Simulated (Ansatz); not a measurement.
# CH₄SeSi (SMILES C[SiH]=[Se]): a rigid scan of the bond length C1–H4

How does the energy rise as the bond length C1–H4 leaves its equilibrium value, and do density functionals follow CCSD(T)? No other atom is relaxed.

Method: single points in def2-TZVPP; program: Ansatz 0.2.0, Gaussian basis.

Levels: PBE-D4, r2SCAN-D4, PBE0-D4, B3LYP-D4, wB97M-V, Hartree-Fock, MP2, CCSD, CCSD(T). The scan takes 0.941, 0.974, 1.021, 1.076, 1.137, 1.203, 1.273, 1.346, 1.423 Å.

Cores are frozen in the correlated methods. Filled d shells of the heavier atoms are correlated. B3LYP uses VWN-RPA correlation.

172 further runs of the same task are left out: 172 set aside as unsound or not needed.

### Step 1. The system as given

The minimum, relaxed at PBE0-D4: 7 atoms, charge 0, spin multiplicity 1.

Atoms are counted from 1 here; the program's logs count them from 0.

Bond lengths: C1–Si2 1.854 Å, C1–H4 1.095 Å, C1–H5 1.090 Å, C1–H6 1.095 Å, Si2–Se3 2.076 Å, Si2–H7 1.488 Å. Angles: Si2–C1–H4 109.7°, Si2–C1–H5 111.3°, Si2–C1–H6 109.7°, H4–C1–H5 109.5°, H4–C1–H6 107.1°, H5–C1–H6 109.4°, C1–Si2–Se3 127.3°, C1–Si2–H7 109.6°, Se3–Si2–H7 123.1°.

Coordinates:

```mol
CH4SeSi
  3D, bonds by distance, orders not assigned

  7  6  0  0  0  0  0  0  0  0999 V2000
   -0.7245    0.4457   -0.2415 C   0  0
    0.8272   -0.4492    0.2379 Si  0  0
    0.9809   -2.1958    1.3490 Se  0  0
   -0.6949    1.4692    0.1459 H   0  0
   -1.6087   -0.0623    0.1424 H   0  0
   -0.7887    0.5153   -1.3321 H   0  0
    2.0088    0.2771   -0.3016 H   0  0
  1  2  8  0
  1  4  8  0
  1  5  8  0
  1  6  8  0
  2  3  8  0
  2  7  8  0
M  END
```

Energies of the minimum (eV), from earlier single points: PBE-D4 -74315.47821, r2SCAN-D4 -74329.12466, PBE0-D4 -74318.49110, B3LYP-D4 -74332.67946, wB97M-V -74325.78712, CCSD(T) -74277.11703.

At the minimum the bond length C1–H4 is 1.095 Å.

### Step 2. C1–H4 = 0.941 Å

File pbe-tzvpp/in.yaml:

```yaml
crystal:
  periodic: [false, false, false]
  atoms:
    - {symbol: C, position_ang: [-0.724481, 0.445696, -0.241468]}
    - {symbol: Si, position_ang: [0.827184, -0.449185, 0.237865]}
    - {symbol: Se, position_ang: [0.980870, -2.195829, 1.349012]}
    - {symbol: H, position_ang: [-0.699081, 1.325447, 0.091510]}
    - {symbol: H, position_ang: [-1.608743, -0.062280, 0.142350]}
    - {symbol: H, position_ang: [-0.788734, 0.515344, -1.332083]}
    - {symbol: H, position_ang: [2.008825, 0.277076, -0.301594]}
basis:
  gaussian: {orbitals: def2-TZVPP}
hamiltonian: {xc: pbe, dispersion: d4}
output: {forces: true}
```

r2scan-tzvpp/in.yaml, as changes to pbe-tzvpp/in.yaml:

```diff
-hamiltonian: {xc: pbe, dispersion: d4}
+hamiltonian: {xc: r2scan, dispersion: d4}
```

pbe0-tzvpp/in.yaml:

```diff
-hamiltonian: {xc: pbe, dispersion: d4}
-output: {forces: true}
+hamiltonian: {xc: pbe0, dispersion: d4}
+output: {forces: true, orbitals: {seedname: orbitals}}
```

b3lyp-tzvpp/in.yaml:

```diff
-hamiltonian: {xc: pbe, dispersion: d4}
+hamiltonian: {xc: {name: B3LYP}, dispersion: d4}
```

wb97mv-tzvpp/in.yaml:

```diff
-hamiltonian: {xc: pbe, dispersion: d4}
-output: {forces: true}
+hamiltonian: {xc: {name: wB97M-V}}
```

ccsdt-tzvpp/in.yaml:

```diff
-hamiltonian: {xc: pbe, dispersion: d4}
-output: {forces: true}
+correlation: {method: ccsd_t}
```

One command serves all of them, each in its own folder.

Run with:

```
> ansatz run in.yaml --threads 2 --pin off --events-out ev --progress --plain --max-ram 4352MiB
```

The runs that follow: C1–H4 = 0.974 Å; C1–H4 = 1.021 Å; C1–H4 = 1.076 Å; C1–H4 = 1.137 Å; C1–H4 = 1.203 Å; C1–H4 = 1.273 Å; C1–H4 = 1.346 Å; C1–H4 = 1.423 Å.

Q: Predict the outcome of this session. Wanted: highest point, CCSD(T); lowest point, CCSD(T); minimum along the scan, CCSD(T); RMS deviation from CCSD(T); largest T1 diagnostic.

**Answer**, as computed:

| quantity | value |
| --- | --- |
| highest point, CCSD(T) | 95.9 kJ/mol at 1.423 Å |
| lowest point, CCSD(T) | 0.0 kJ/mol at 1.095 Å |
| minimum along the scan, CCSD(T) | 1.094 Å |
| curvature there | 33.1 eV/Å² |
| RMS deviation from CCSD(T) | PBE-D4 4.0, r2SCAN-D4 0.1, PBE0-D4 0.5, B3LYP-D4 0.8, wB97M-V 1.5, Hartree-Fock 6.1, MP2 2.5, CCSD 1.2 kJ/mol |
| largest T1 diagnostic | 0.014 |

A polynomial through the near points puts the CCSD(T) minimum 0.001 Å below the PBE0-D4 value. The third derivative is negative, the usual anharmonicity of a bond. Curvature against CCSD(T): PBE-D4 -5 %, Hartree-Fock +7 %. r2SCAN-D4 follows the CCSD(T) curve best and Hartree-Fock worst.
